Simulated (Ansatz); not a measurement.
# CH2BFO: the cost of one run

Program: Ansatz 0.2.0. Level of theory: RKS B3LYP/def2-SVP. These are calculated values, not measurements.

### Step 1. Starting point

Bond lengths: F1–C2 1.322 Å, C2–B3 1.553 Å, C2–O4 1.418 Å, B3–O4 1.523 Å, C2–H5 1.123 Å, B3–H6 1.197 Å. Angles: F1–C2–B3 114.3°, F1–C2–O4 115.0°, F1–C2–H5 119.4°, B3–C2–O4 61.5°, B3–C2–H5 121.8°, O4–C2–H5 110.5°, C2–B3–O4 54.9°, C2–B3–H6 137.8°, O4–B3–H6 143.3°, C2–O4–B3 63.6°.

Structure file:

```xyz
6

F    -1.4482    0.0088   -0.8986
C    -0.1909   -0.1847   -0.5394
B     0.1418    0.2855    0.9027
O     0.5746    0.9975   -0.3723
H     0.4148   -0.9758   -1.0580
H     0.5500   -0.1953    1.9195
```

### Step 2. Preparing the start

input.yaml reads:

```yaml
crystal:
  periodic: [false, false, false]
  atoms:
    - { symbol: F, position_ang: [-1.4482, 0.0088, -0.8986] }
    - { symbol: C, position_ang: [-0.1909, -0.1847, -0.5394] }
    - { symbol: B, position_ang: [0.1418, 0.2855, 0.9027] }
    - { symbol: O, position_ang: [0.5746, 0.9975, -0.3723] }
    - { symbol: H, position_ang: [0.4148, -0.9758, -1.058] }
    - { symbol: H, position_ang: [0.55, -0.1953, 1.9195] }
basis:
  gaussian: { orbitals: def2-SVP }
hamiltonian:
  xc: b3lyp
relax:
  f_tol: 0.02
  max_steps: 40
scf:
  lower_state_search: "off"
```

The run is started by

```bash
$ ansatz run input.yaml --threads 1 --pin off --max-ram 2048MiB --backend cpu --events-out ev --progress --plain --runs-dir out
```

Q: Estimate wall time and peak memory on 1 thread of Arm Neoverse V1, shared host.

About 14 s, with a peak of 0.14 GiB.
